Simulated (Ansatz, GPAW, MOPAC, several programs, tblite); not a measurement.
# What cheap methods get right for CrTeS (a single layer)

Aim: run CrTeS as a single layer in vacuum through methods of unlike cost and see what each gets, and at what price.

Method: no spin polarisation, static lattice; gaps from single points on the cell relaxed beforehand with r²SCAN, in tblite, GPAW, Ansatz (versions at each run).

### Step 1. The structure to begin with

Symmetry: P3m1, No. 156, trigonal system. Conventional cell: a = 3.322 Å, b = 3.322 Å, c = 30.082 Å, α = 90.00°, β = 90.00°, γ = 120.00°. Cr (site symmetry 3m) has 3 S at 2.27 Å and 3 Te at 2.67 Å as nearest neighbours. Around S (site symmetry 3m) lie 3 Cr at 2.27 Å. Te (site symmetry 3m) is surrounded by 3 Cr at 2.67 Å.

Structure file:

```
CELL_PARAMETERS angstrom
3.32243 0.00000 0.00000
-1.66122 2.87731 0.00000
0.00000 0.00000 30.08207
ATOMIC_POSITIONS crystal
Cr 0.00000 0.00000 0.30628
S 0.33333 0.66667 0.34681
Te 0.66667 0.33333 0.24446
```

The cell holds a single layer (1T monolayer (Janus)) with vacuum along c; the form is built, and need not be the compound's stable one.

**Question.** The methods are GFN1-xTB (tblite), PBE/single-zeta, coarse PBE, PBE, r2SCAN. What gap does r2SCAN give on this cell, and which other methods (full PBE left aside) come nearest to r2SCAN and farthest in gap?

```
                                      quantity                                                               value
                                        r2SCAN                                                              no gap
gap: nearest and farthest of the other methods  GFN1-xTB (tblite), PBE/single-zeta, coarse PBE (about 0.00 eV off)
```

In words: For the gap (full PBE left aside), GFN1-xTB (tblite), PBE/single-zeta, coarse PBE tie for nearest to r2SCAN. A minimal basis or a coarse cutoff and mesh shifts results by its own error, so closeness to r2SCAN can be chance. Cluster runs see only the k-points that fold onto the zone centre, so their gaps can miss the band edges. Overlaps count as a gap of zero in the misses; they are PBE/single-zeta -0.40, coarse PBE -0.19, PBE -0.21, r2SCAN -0.26 eV. CPU times run from 1.1 s (GFN1-xTB (tblite)) to 36 s (r2SCAN). r2SCAN is a yardstick, not the truth. Spin-orbit coupling is left out throughout.
